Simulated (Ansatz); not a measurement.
# HfH3 (element-swapped structure): how the settings move a relaxation

Method: reference: DFT PBEsol, plane waves, PAW, scalar-relativistic, no spin polarisation, in Ansatz 0.2.0.

## 1. The structure to begin with

The structure is trigonal, space group R-3c (No. 167). The conventional cell has a = 4.722 Å, b = 4.722 Å, c = 12.548 Å, α = 90.00°, β = 90.00°, γ = 120.00°. Hf (site symmetry -3) has 6 H at 1.82 Å as nearest neighbours. Around H (site symmetry 2) lie 2 Hf at 1.82 Å.

Structure file:

```cif
data_structure
_symmetry_space_group_name_H-M 'R-3c:H'
_symmetry_Int_Tables_number 167
_cell_length_a 4.7218
_cell_length_b 4.7218
_cell_length_c 12.5475
_cell_angle_alpha 90.000
_cell_angle_beta 90.000
_cell_angle_gamma 120.000
_cell_volume 242.28
loop_
_atom_site_label
_atom_site_type_symbol
_atom_site_symmetry_multiplicity
_atom_site_Wyckoff_symbol
_atom_site_fract_x
_atom_site_fract_y
_atom_site_fract_z
_atom_site_occupancy
Hf1 Hf 6 b 0.00000 0.00000 0.50000 1
H1 H 18 e 0.96133 0.66667 0.41667 1
```

## 2. The reference run

input.yaml reads:

```yaml
crystal:
  lattice:
    - [2.360918, 4.089227, 0.0]
    - [-2.360918, 4.089227, 0.0]
    - [0.0, -2.726151, 4.182504]
  atoms:
    - { symbol: Hf, position: [0.0, 0.0, 0.0] }
    - { symbol: Hf, position: [0.5, 0.5, 0.5] }
    - { symbol: H, position: [0.878, 0.622, 0.75] }
    - { symbol: H, position: [0.25, 0.878, 0.75] }
    - { symbol: H, position: [0.622, 0.25, 0.75] }
    - { symbol: H, position: [0.122, 0.378, 0.25] }
    - { symbol: H, position: [0.75, 0.122, 0.25] }
    - { symbol: H, position: [0.378, 0.75, 0.25] }
  symmetry: { tolerance: 0.0003 }
kpoints:
  mp_grid: { grid: [5, 5, 5], shift: [0, 0, 0] }
magnetization:
  spin_polarized: false
scf:
  occupations: { method: gaussian, width: 0.0868 }
hamiltonian:
  pseudopotentials: { kind: paw }
  xc: pbesol
basis:
  ecutwfc: 420
output:
  forces: true
  stress: true
  eigenvalues: true
  write_density: true
  write_potential: true
  elf: true
  volumetric_format: npy
relax:
  max_steps: 40
  cell: {}
```

Command:

```
$ ansatz run input.yaml --threads 1 --pin off --max-ram 2560MiB --backend cpu --events-out ev --progress --plain --runs-dir out
```

Q: Estimate wall time and peak memory on 1 thread of Arm Neoverse V1, shared host.

About 84 s, with a peak of 0.38 GiB.
